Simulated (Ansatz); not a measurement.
Turn this script for the Ansatz DFT code, driven from Python into the input file that the command-line program reads.

Interactive session:
```pycon
>>> from dataclasses import dataclass
>>> from pathlib import Path
>>> import json
>>> import ansatz as az
>>> @dataclass
... class Options:
...     basis_set: str = '6-31G*'
...     xc: str = 'r2scan'
...     dispersion: str = 'd3bj'
...
>>> opts = Options()
>>> GEOMETRY = '''
... C    -0.79500    0.13900    1.51040
... C     0.54900    0.30820    0.97160
... C     0.96910    0.05520   -0.28110
... Si    0.19000   -0.53060   -1.75420
... Cl   -0.75040    1.14750   -2.51200
... H    -1.18730    1.17130    1.86590
... H    -0.83170   -0.52030    2.33850
... H    -1.52170   -0.14700    0.74460
... H     1.28130    0.68440    1.74770
... H     2.05900    0.21540   -0.44600
... H    -0.96310   -1.51730   -1.40060
... H     1.07780   -1.06110   -2.75080
... '''
>>> molecule = az.Crystal.molecule()
>>> for line in GEOMETRY.strip().splitlines():
...     symbol, *xyz = line.split()
...     molecule = molecule.atom(symbol, [float(v) for v in xyz])
...
>>> calculation = (
...     molecule.calculation()
...     .basis(gaussian=opts.basis_set)
...     .functional(opts.xc, dispersion=opts.dispersion)
...     .orbitals()
... )
>>> res = calculation.run(threads=1, runs_dir='c3h7clsi_runs')
DeckWarning: the engine holds no damping parameters fitted to this dispersion correction and functional, so the run takes those fitted to r2scan beside the three-body term, which d3bj leaves out (hamiltonian.dispersion, under Limitations)
>>> data = res.report
>>> data['published_state_doubts']
[]
>>> print('reference energy %16.6f eV' % data['reference_energy_ev'])
reference energy    -23621.209526 eV
>>> print('total energy     %16.6f eV' % data['free_energy_ev'])
total energy        -23621.296208 eV
>>> print('occupied (up, down):', data['n_occupied'], ' virtual:', data['n_virtual'], ' frozen:', data['n_frozen'])
occupied (up, down): [28, 28]  virtual: [69, 69]  frozen: 0
>>> lines = Path(data['orbitals_path']).read_text().splitlines()
>>> field_of = lambda key: [line.split('=')[1].strip() for line in lines if line.startswith(key)]
>>> orbitals = [(27.211386 * float(e), s, float(n)) for e, s, n in zip(field_of('Ene='), field_of('Spin='), field_of('Occup='))]
>>> homo = max(e for e, _, n in orbitals if n > 0.5)
>>> lumo = min(e for e, _, n in orbitals if n < 0.5)
>>> for e, spin, n in sorted(orbitals):
...     if homo - 15 < e < lumo + 5:
...         print(f'{spin:6s} {e:10.3f} eV  occupation {n:.0f}')
...
Alpha     -21.221 eV  occupation 2
Alpha     -20.847 eV  occupation 2
Alpha     -18.189 eV  occupation 2
Alpha     -14.963 eV  occupation 2
Alpha     -12.866 eV  occupation 2
Alpha     -12.285 eV  occupation 2
Alpha     -10.865 eV  occupation 2
Alpha     -10.409 eV  occupation 2
Alpha      -9.883 eV  occupation 2
Alpha      -9.417 eV  occupation 2
Alpha      -9.295 eV  occupation 2
Alpha      -8.477 eV  occupation 2
Alpha      -7.610 eV  occupation 2
Alpha      -7.299 eV  occupation 2
Alpha      -6.667 eV  occupation 2
Alpha      -1.590 eV  occupation 0
Alpha       0.879 eV  occupation 0
Alpha       1.439 eV  occupation 0
Alpha       1.674 eV  occupation 0
Alpha       2.509 eV  occupation 0
Alpha       2.832 eV  occupation 0
Alpha       3.223 eV  occupation 0
>>> with open('c3h7clsi.json', 'w') as handle:
...     json.dump({k: data[k] for k in ('free_energy_ev', 'reference_energy_ev', 'n_occupied', 'n_virtual')}, handle, indent=1)
...
```

`input.yaml`:
```yaml
crystal:
  periodic: [false, false, false]
  atoms:
    - { symbol: C, position_ang: [-0.795, 0.139, 1.5104] }
    - { symbol: C, position_ang: [0.549, 0.3082, 0.9716] }
    - { symbol: C, position_ang: [0.9691, 0.0552, -0.2811] }
    - { symbol: Si, position_ang: [0.19, -0.5306, -1.7542] }
    - { symbol: Cl, position_ang: [-0.7504, 1.1475, -2.512] }
    - { symbol: H, position_ang: [-1.1873, 1.1713, 1.8659] }
    - { symbol: H, position_ang: [-0.8317, -0.5203, 2.3385] }
    - { symbol: H, position_ang: [-1.5217, -0.147, 0.7446] }
    - { symbol: H, position_ang: [1.2813, 0.6844, 1.7477] }
    - { symbol: H, position_ang: [2.059, 0.2154, -0.446] }
    - { symbol: H, position_ang: [-0.9631, -1.5173, -1.4006] }
    - { symbol: H, position_ang: [1.0778, -1.0611, -2.7508] }
basis:
  gaussian:
    orbitals: "6-31G*"
hamiltonian:
  xc: r2scan
  dispersion: d3bj
output:
  orbitals: {}
```

Caveats:
- Total energies depend on the basis set; only differences at equal settings carry meaning.
- Warnings are shown shortened and without file and line.
- The geometry is a force-field or estimated start, not a minimum of this method, and the basis set is short of its limit.
- Alpha marks a spatial orbital of a restricted run, filled by both spins.
- Total less reference energy is the dispersion correction.
- Levels such as HOMO and LUMO are orbital energies: with these approximate functionals they aren't the ionisation energy and electron affinity, and their gap isn't the fundamental gap.
- A dispersion term here runs with damping parameters fitted for another variant or functional.
- Timing: 3.2 s on 1 thread of Intel(R) Xeon(R) 6975P-C (Granite Rapids), with other jobs on the host, peak memory 0.22 GiB.

(Lines on the test bed's own set-up are left out of the output.)
